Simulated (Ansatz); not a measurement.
# GeH₆OSi: small, medium and large basis sets

One table from this session's results is given with a row withheld; the runs are named, their logs left out.

Computed with Ansatz 0.2.0, Gaussian basis. Level: one geometry, several basis sets.

Levels to be run: PBE0-D4/def2-SVP; ωB97M-V/def2-SVP; PBE0-D4/def2-QZVPP; ωB97M-V/def2-QZVPP; the functionals' def2-TZVPP values are taken from earlier runs.

## The geometry

All runs share one geometry, relaxed beforehand with PBE0-D4 in a triple-zeta def2 set.

SMILES `[OH][GeH2][SiH3]`, 9 atoms, charge 0, spin multiplicity 1.

Atoms are counted from 1 here; the program's logs count them from 0.

Bond lengths: O1–Ge2 1.791 Å, O1–H4 0.960 Å, Ge2–Si3 2.389 Å, Ge2–H5 1.546 Å, Ge2–H6 1.536 Å, Si3–H7 1.488 Å, Si3–H8 1.488 Å, Si3–H9 1.486 Å. Angles: Ge2–O1–H4 112.4°, O1–Ge2–Si3 109.9°, O1–Ge2–H5 109.2°, O1–Ge2–H6 103.6°, Si3–Ge2–H5 111.3°, Si3–Ge2–H6 112.9°, H5–Ge2–H6 109.6°, Ge2–Si3–H7 110.2°, Ge2–Si3–H8 109.3°, Ge2–Si3–H9 110.4°, H7–Si3–H8 108.8°, H7–Si3–H9 109.3°, H8–Si3–H9 108.9°.

As a file:

```xyz
9

O    -1.66543    1.00317   -0.85475
Ge    0.08627    0.89957   -0.49553
Si    0.52584   -1.01070    0.87042
H    -1.97341    0.26794   -1.38903
H     0.87369    0.83208   -1.82444
H     0.38808    2.22669    0.21591
H     1.98602   -1.13281    1.12837
H     0.06015   -2.23618    0.16628
H    -0.19282   -0.89606    2.16578
```

The first run:

in.yaml reads:

```yaml
crystal:
  periodic: [false, false, false]
  atoms:
    - {symbol: O, position_ang: [-1.665434, 1.003167, -0.854751]}
    - {symbol: Ge, position_ang: [0.086273, 0.899570, -0.495532]}
    - {symbol: Si, position_ang: [0.525844, -1.010703, 0.870416]}
    - {symbol: H, position_ang: [-1.973406, 0.267943, -1.389034]}
    - {symbol: H, position_ang: [0.873694, 0.832084, -1.824442]}
    - {symbol: H, position_ang: [0.388079, 2.226689, 0.215912]}
    - {symbol: H, position_ang: [1.986018, -1.132807, 1.128372]}
    - {symbol: H, position_ang: [0.060148, -2.236181, 0.166284]}
    - {symbol: H, position_ang: [-0.192817, -0.896060, 2.165775]}
basis:
  gaussian: {orbitals: def2-SVP}
hamiltonian: {xc: pbe0, dispersion: d4}
output: {orbitals: {seedname: orbitals}}
```

Steps of the session up to this table: PBE0-D4 in def2-SVP; ωB97M-V in def2-SVP; PBE0-D4 in def2-QZVPP; ωB97M-V in def2-QZVPP.

One of the session's tables, all rows but one given; the rest of the session is left out.

It belongs to the step «Density functionals: the series». 

```
functional       basis  HOMO (eV)  LUMO (eV)
   PBE0-D4    def2-SVP      -7.68      -0.14
   PBE0-D4  def2-TZVPP      -7.79      -0.39
   PBE0-D4  def2-QZVPP          ?          ?
   ωB97M-V    def2-SVP      -9.77       1.74
   ωB97M-V  def2-TZVPP      -9.90       1.36
   ωB97M-V  def2-QZVPP      -9.93       1.06
```

**Question.** Estimate the row for PBE0-D4, def2-QZVPP.

The run gave: HOMO (eV): -7.82; LUMO (eV): -0.53. In the column «HOMO (eV)» it lies between ωB97M-V, def2-SVP (-9.77) and PBE0-D4, def2-TZVPP (-7.79).
